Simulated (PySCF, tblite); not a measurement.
# C₄H₁₃O₂PSi₂: geometry, infrared bands and NMR shifts

Aim: predict the infrared bands and NMR shifts of C₄H₁₃O₂PSi₂ (`CC(=O)O[Si@@H](P)[SiH](C)C`).

Computed with tblite 0.8.0 and PySCF 2.14.0, with density-fitted response routines of our own, on a single molecule in the gas phase. Atoms are numbered from 0 throughout.

## (1) The starting structure

22 atoms, charge 0, multiplicity 1; geometry from: force field or distance geometry start.

Bonds of the start (Å): C0–C1 1.50, C1–O2 1.22, C1–O3 1.35, O3–Si4 1.67, Si4–P5 2.23, Si4–Si6 2.33, Si6–C7 1.85, Si6–C8 1.85, C0–H9 1.09, C0–H10 1.10, C0–H11 1.08, Si4–H12 1.48, P5–H13 1.41, P5–H14 1.41, Si6–H15 1.50, C7–H16 1.09, C7–H17 1.09, C7–H18 1.10, C8–H19 1.09, C8–H20 1.10, C8–H21 1.09.

## (2) Geometry optimisation with GFN2-xTB

The job: settings as JSON, then the geometry in Å.

```
{"job": {"kind": "relax", "xc": "GFN2-xTB", "basis": "xTB"}, "charge": 0, "multiplicity": 1}
C      3.166500     1.415900    -0.241300
C      2.146800     0.311600    -0.247500
O      2.045100    -0.517100    -1.133500
O      1.396700     0.375300     0.878400
Si     0.212300    -0.731500     1.269100
P     -0.543500    -0.165400     3.284000
Si    -1.552600    -0.655100    -0.244000
C     -1.883600     1.118700    -0.661200
C     -1.158000    -1.670200    -1.738300
H      3.794600     1.340500     0.646000
H      2.641100     2.381200    -0.262100
H      3.781800     1.334200    -1.130900
H      0.776200    -2.094300     1.390800
H     -1.259000     0.984700     2.894700
H     -1.666600    -1.013600     3.306700
H     -2.761000    -1.229900     0.433400
H     -1.021800     1.584400    -1.140100
H     -2.138500     1.692700     0.226300
H     -2.734000     1.197300    -1.352100
H     -0.901000    -2.695300    -1.466700
H     -2.026600    -1.700300    -2.410700
H     -0.325600    -1.244400    -2.301500
```

On the command line:

```console
$ OMP_NUM_THREADS=1 python probes_run.py task.json out
```

One launch serves the whole session: the jobs run in the order shown.

**Question.** This job is followed by: GFN2-xTB harmonic vibrations, gas phase; GIAO PBE0/pcSseg-1 NMR shielding, non-relativistic, gas phase. What will the session give for the following? strongest single infrared mode (GFN2-xTB); zero-point energy (GFN2-xTB); 13C shifts against TMS (PBE0/pcSseg-1); 1H shifts against TMS (PBE0/pcSseg-1, means over atoms taken as alike); 17O shifts against H2O (PBE0/pcSseg-1); 29Si shifts against TMS (PBE0/pcSseg-1); 31P shifts against H3PO4 (PBE0/pcSseg-1); surface potential, 1st and 99th percentile.

The runs gave:

| quantity | value |
| --- | --- |
| strongest single infrared mode (GFN2-xTB) | 1241 cm⁻¹, 543 km/mol |
| zero-point energy (GFN2-xTB) | 99.6 kcal/mol |
| 13C shifts against TMS (PBE0/pcSseg-1) | 179.8, 24.1, -4.2, -5.8 ppm |
| 1H shifts against TMS (PBE0/pcSseg-1, means over atoms taken as alike) | 5.44, 4.15, 2.18, 0.95, 0.45, 0.20 ppm |
| 17O shifts against H2O (PBE0/pcSseg-1) | 457.9, 206.4 ppm |
| 29Si shifts against TMS (PBE0/pcSseg-1) | 3.8, -40.0 ppm |
| 31P shifts against H3PO4 (PBE0/pcSseg-1) | -292.0 ppm |
| surface potential, 1st and 99th percentile | -1.35 V and 1.14 V |

In words: Relaxing lowered the energy by 0.355 eV in 145 steps; the close pair that moved most is Si6–C7, from 1.852 to 1.909 Å. No mode is imaginary among the 60: a minimum at this level. The strongest single mode, at 1241 cm⁻¹, moves mainly C1. Unscaled tight-binding wavenumbers are off by several per cent, some by more. Its intensities can rank the bands wrongly. At PBE0/pcSseg-1: The widest tensor belongs to O2: span 628 ppm, with a paramagnetic part of -530 ppm. At PBE0/pcSseg-1, counted by nearest atom on the grid, the HOMO lies on P5 47 %; Si4, Si6 about 14 % each, the LUMO on Si4 26 %; H12 13 %.
